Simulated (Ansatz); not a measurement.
# LiReS2: one candidate structure

Where does LiReS2 go from the start given, layered alpha-NaFeO2 type (R-3m, No. 166)?

The COD entry's cell or inner coordinates are ideal or old and differ from later refinements, so a difference from it is no clean test against experiment.

Computed with Ansatz 0.2.0 (DFT PBE, scalar-relativistic, plane waves, PAW, unless a step's input says otherwise).

## (1) The starting structure

Symmetry: R-3m, No. 166, trigonal system. The conventional cell has a = 3.534 Å, b = 3.534 Å, c = 18.653 Å, α = 90.00°, β = 90.00°, γ = 120.00°. Around Li (site symmetry -3m) lie 6 S at 2.91 Å. Re (site symmetry -3m) is surrounded by 6 S at 2.29 Å. S (site symmetry 3m) is surrounded by 3 Re at 2.29 Å and 3 Li at 2.91 Å.

Structure file:

```cif
data_structure
_symmetry_space_group_name_H-M 'R-3m:H'
_symmetry_Int_Tables_number 166
_cell_length_a 3.5339
_cell_length_b 3.5339
_cell_length_c 18.6531
_cell_angle_alpha 90.000
_cell_angle_beta 90.000
_cell_angle_gamma 120.000
_cell_volume 201.73
loop_
_atom_site_label
_atom_site_type_symbol
_atom_site_symmetry_multiplicity
_atom_site_Wyckoff_symbol
_atom_site_fract_x
_atom_site_fract_y
_atom_site_fract_z
_atom_site_occupancy
Li1 Li 3 a 0.00000 0.00000 0.00000 1
Re1 Re 3 b 0.66667 0.33333 0.83333 1
S1 S 6 c 0.33333 0.66667 0.88867 1
```

(A quick probe on a coarse mesh, which set the mesh and smearing, is not shown.)

## (3) Coarse relaxation

The input, input.yaml:

```yaml
crystal:
  lattice:
    - [1.7669299007, 1.0201374538, 6.2176922491]
    - [-1.7669299007, 1.0201374538, 6.2176922491]
    - [0.0, -2.0402749077, 6.2176922491]
  atoms:
    - { symbol: Li, position: [0.0, 0.0, 0.0] }
    - { symbol: Re, position: [0.5, 0.5, 0.5] }
    - { symbol: S, position: [0.222, 0.222, 0.222] }
    - { symbol: S, position: [0.778, 0.778, 0.778] }
basis:
  ecutwfc: 420
kpoints:
  mp_grid: { grid: [6, 6, 6] }
hamiltonian:
  xc: pbe
scf:
  occupations: { method: gaussian, width: 0.1 }
  lower_state_search: "off"
output:
  forces: true
  stress: true
  eigenvalues: true
relax:
  adjacent_minimum: "off"
  f_tol: 0.04
  max_steps: 70
  cell: { stress_tol: 0.4 }
```

Run with:

```
> ansatz run input.yaml --threads 1 --pin off --max-ram 2560MiB --backend cpu --events-out ev --progress --plain --runs-dir out
```

Further runs follow: relaxing cell and atoms.

What does the calculation give?

**Answer**, as computed:

Formation energies count from the elements, computed with the same settings in runs not shown here.

```
                          quantity                                                                        value
               cell (conventional)  a = 3.259 Å, b = 3.259 Å, c = 20.059 Å, α = 90.00°, β = 90.00°, γ = 120.00°
                       space group                                                               R-3m (No. 166)
                            volume                                                                15.37 Å³/atom
                   gap on the mesh                                                                 none (metal)
formation energy from the elements                                                               -0.435 eV/atom
```

In words: The space group stayed R-3m, and from the first guess the volume went from 16.81 to 15.37 Å³/atom. With -0.43 eV/atom it lies under the elements, which doesn't yet make it stable against other compounds of them. Spin-orbit coupling is left out for Re.
